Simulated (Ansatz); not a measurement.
# BH8PSi2: the cost of one run

Method: RKS r2SCAN-D4/def2-SVP, in Ansatz 0.2.0.

### 1 The structure to begin with

Bond lengths: Si1–B2 1.889 Å, B2–Si3 1.912 Å, Si3–P4 2.204 Å, Si1–H5 1.496 Å, Si1–H6 1.538 Å, Si1–H7 1.465 Å, B2–H8 1.154 Å, Si3–H9 1.490 Å, Si3–H10 1.514 Å, P4–H11 1.473 Å, P4–H12 1.506 Å. Angles (14 of 18 angles, heavy atoms first): Si1–B2–Si3 118.5°, B2–Si3–P4 113.1°, Si1–B2–H8 122.3°, Si3–B2–H8 119.1°, B2–Si1–H5 111.2°, B2–Si1–H6 109.6°, B2–Si1–H7 112.5°, B2–Si3–H9 110.2°, B2–Si3–H10 109.4°, P4–Si3–H9 109.4°, P4–Si3–H10 108.5°, Si3–P4–H11 92.0°, Si3–P4–H12 90.7°, H5–Si1–H6 106.3°.

Coordinates:

```xyz
12

Si   -1.3258    1.1194   -0.5899
B    -0.5180    0.3393    0.9291
Si    1.2806   -0.2939    0.7833
P     1.5162   -1.8958   -0.7121
H    -2.5615    0.3751   -0.9877
H    -1.7740    2.5523   -0.2581
H    -0.4120    1.2021   -1.7316
H    -1.0611    0.2594    1.9439
H     2.1963    0.8333    0.4482
H     1.7388   -0.8190    2.1271
H     0.7274   -1.1519   -1.7089
H     0.2701   -2.5755   -0.2091
```

### 2 End point A

Contents of input.yaml:

```yaml
crystal:
  periodic: [false, false, false]
  atoms:
    - { symbol: Si, position_ang: [-1.3258, 1.1194, -0.5899] }
    - { symbol: B, position_ang: [-0.518, 0.3393, 0.9291] }
    - { symbol: Si, position_ang: [1.2806, -0.2939, 0.7833] }
    - { symbol: P, position_ang: [1.5162, -1.8958, -0.7121] }
    - { symbol: H, position_ang: [-2.5615, 0.3751, -0.9877] }
    - { symbol: H, position_ang: [-1.774, 2.5523, -0.2581] }
    - { symbol: H, position_ang: [-0.412, 1.2021, -1.7316] }
    - { symbol: H, position_ang: [-1.0611, 0.2594, 1.9439] }
    - { symbol: H, position_ang: [2.1963, 0.8333, 0.4482] }
    - { symbol: H, position_ang: [1.7388, -0.819, 2.1271] }
    - { symbol: H, position_ang: [0.7274, -1.1519, -1.7089] }
    - { symbol: H, position_ang: [0.2701, -2.5755, -0.2091] }
basis:
  gaussian: { orbitals: def2-SVP }
hamiltonian:
  xc: r2scan
  dispersion: d4
relax:
  f_tol: 0.02
  max_steps: 50
```

Run with:

```console
> ansatz run input.yaml --threads 2 --pin off --max-ram 3072MiB --backend cpu --events-out ev --progress --plain --runs-dir out
```

What time and memory should one allow on 2 threads of Intel Xeon Platinum 8488C (Sapphire Rapids), shared host?

About 59 s, with a peak of 0.19 GiB.
